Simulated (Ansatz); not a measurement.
# CH₃NSSi: how energies converge with the basis set

The task here is to estimate one member of a computed series from the others.

Method: one geometry, several basis sets; program: Ansatz 0.2.0, Gaussian basis.

Levels to be run: PBE0-D4/def2-SVP; ωB97M-V/def2-SVP; PBE0-D4/def2-QZVPP; ωB97M-V/def2-QZVPP; CCSD(T)/cc-pV(D+d)Z; CCSD(T)/cc-pV(T+d)Z; MP2/cc-pV(Q+d)Z; the functionals' def2-TZVPP values are taken from earlier runs.

2 further runs of the same task are left out: 2 that didn't finish.

## The relaxed structure

The geometry comes from an earlier relaxation with PBE0-D4 in a triple-zeta def2 set; it is a stationary point, not always the lowest conformer.

SMILES `[SiH3]N=C=S`, 7 atoms, charge 0, spin multiplicity 1.

Atoms are counted from 1 here; the program's logs count them from 0.

Bond lengths: Si1–N2 1.712 Å, Si1–H5 1.481 Å, Si1–H6 1.481 Å, Si1–H7 1.481 Å, N2–C3 1.187 Å, C3–S4 1.568 Å. Angles: N2–Si1–H5 108.5°, N2–Si1–H6 108.5°, N2–Si1–H7 108.5°, H5–Si1–H6 110.4°, H5–Si1–H7 110.4°, H6–Si1–H7 110.4°, Si1–N2–C3 180.0°, N2–C3–S4 180.0°.

Set-up of the first run:

File in.yaml:

```yaml
crystal:
  periodic: [false, false, false]
  atoms:
    - {symbol: Si, position_ang: [-0.298403, 0.995312, -0.346803]}
    - {symbol: N, position_ang: [0.168190, -0.560516, 0.194906]}
    - {symbol: C, position_ang: [0.491571, -1.639241, 0.570995]}
    - {symbol: S, position_ang: [0.918550, -3.063589, 1.067546]}
    - {symbol: H, position_ang: [-0.968193, 0.854715, -1.660468]}
    - {symbol: H, position_ang: [-1.228152, 1.579993, 0.647099]}
    - {symbol: H, position_ang: [0.916446, 1.833326, -0.473276]}
basis:
  gaussian: {orbitals: def2-SVP}
hamiltonian: {xc: pbe0, dispersion: d4}
output: {orbitals: {seedname: orbitals}}
```

On the command line:

```
$ ansatz run in.yaml --threads 2 --pin off --events-out ev --progress --plain --max-ram 32768MiB --backend cpu
```

Steps of the session up to this table: PBE0-D4 in def2-SVP; ωB97M-V in def2-SVP; PBE0-D4 in def2-QZVPP; ωB97M-V in def2-QZVPP.

One of the session's tables, all rows but one given; the rest of the session is left out.

It belongs to the step «Functionals by basis». 

| functional | basis | HOMO (eV) |
| --- | --- | --- |
| PBE0-D4 | def2-SVP | -7.43 |
| PBE0-D4 | def2-TZVPP | -7.53 |
| PBE0-D4 | def2-QZVPP | -7.56 |
| ωB97M-V | def2-SVP | ? |
| ωB97M-V | def2-TZVPP | -9.56 |
| ωB97M-V | def2-QZVPP | -9.59 |

**Question.** Estimate the row for ωB97M-V, def2-SVP.

The run gave: HOMO (eV): -9.41. In the column «HOMO (eV)» it lies between ωB97M-V, def2-TZVPP (-9.56) and PBE0-D4, def2-QZVPP (-7.56).
